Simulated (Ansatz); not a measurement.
**CsZn (CsCl type): a single-point run**

The task is a single-point run on CsZn (CsCl type). The structure is shown as the input types it.

Program: Ansatz 0.2.0. Level of theory: DFT, PBE, all-electron LAPW, scalar-relativistic. These are calculated values, not measurements.

**1. The structure to begin with**

The structure is cubic, space group Pm-3m (No. 221). The conventional cell has a = 3.640 Å, b = 3.640 Å, c = 3.640 Å, α = 90.00°, β = 90.00°, γ = 90.00°. Around Cs (site symmetry m-3m) lie 8 Zn at 3.15 Å. Zn (site symmetry m-3m) has 8 Cs at 3.15 Å as nearest neighbours.

Structure file:

```cif
data_structure
_symmetry_space_group_name_H-M 'P 1'
_symmetry_Int_Tables_number 1
_cell_length_a 3.6399
_cell_length_b 3.6399
_cell_length_c 3.6399
_cell_angle_alpha 90.000
_cell_angle_beta 90.000
_cell_angle_gamma 90.000
_cell_volume 48.23
loop_
_atom_site_label
_atom_site_type_symbol
_atom_site_fract_x
_atom_site_fract_y
_atom_site_fract_z
_atom_site_occupancy
Cs1 Cs 0.00000 0.00000 0.00000 1
Zn1 Zn 0.50000 0.50000 0.50000 1
```

**2. The calculation**

The input, input.yaml:

```yaml
crystal:
  lattice:
    - [3.6399459845, 0.0, 0.0]
    - [0.0, 3.6399459845, 0.0]
    - [0.0, 0.0, 3.6399459845]
  atoms:
    - { symbol: Cs, position: [0.0, 0.0, 0.0] }
    - { symbol: Zn, position: [0.5, 0.5, 0.5] }
kpoints:
  mp_grid: { grid: [8, 8, 8] }
  band_path:
    path:
      - [0.0, 0.0, 0.0]
      - [0.0, 0.5, 0.0]
      - [0.5, 0.5, 0.0]
      - [0.0, 0.0, 0.0]
      - [0.5, 0.5, 0.5]
      - [0.0, 0.5, 0.0]
      - [0.5, 0.5, 0.5]
      - [0.5, 0.5, 0.0]
    npoints: 8
scf:
  occupations: { method: fermi_dirac, width: 0.05 }
  max_iter: 100
hamiltonian:
  xc: pbe
  pseudopotentials: { kind: all_electron, lapw: { basis_error: 0.0005 } }
output:
  forces: true
  stress: true
  eigenvalues: true
  populations: true
magnetization:
  spin_polarized: true
  initial_magnetization: 1
```

Started as:

```console
$ ansatz run input.yaml --threads 1 --pin off --max-ram 2048MiB --backend cpu --events-out ev --progress --plain --runs-dir out
```

**Question.** How will this run end, and is anything wrong with its input?

The run converged and reported no error, with warnings (seeded moment not kept). It gives a pressure of 17 GPa, which is large; a structure far from rest gives such values too, whatever the setting.

Look at the input: magnetization.spin_polarized is true; magnetization.initial_magnetization is 1. What could go wrong: unrealistic starting moment. The run ends with a total moment of 0.00 μB. It still converged here, which does not make the setting sound.

Run again and compare: delete magnetization.spin_polarized and magnetization.initial_magnetization (the default then holds).
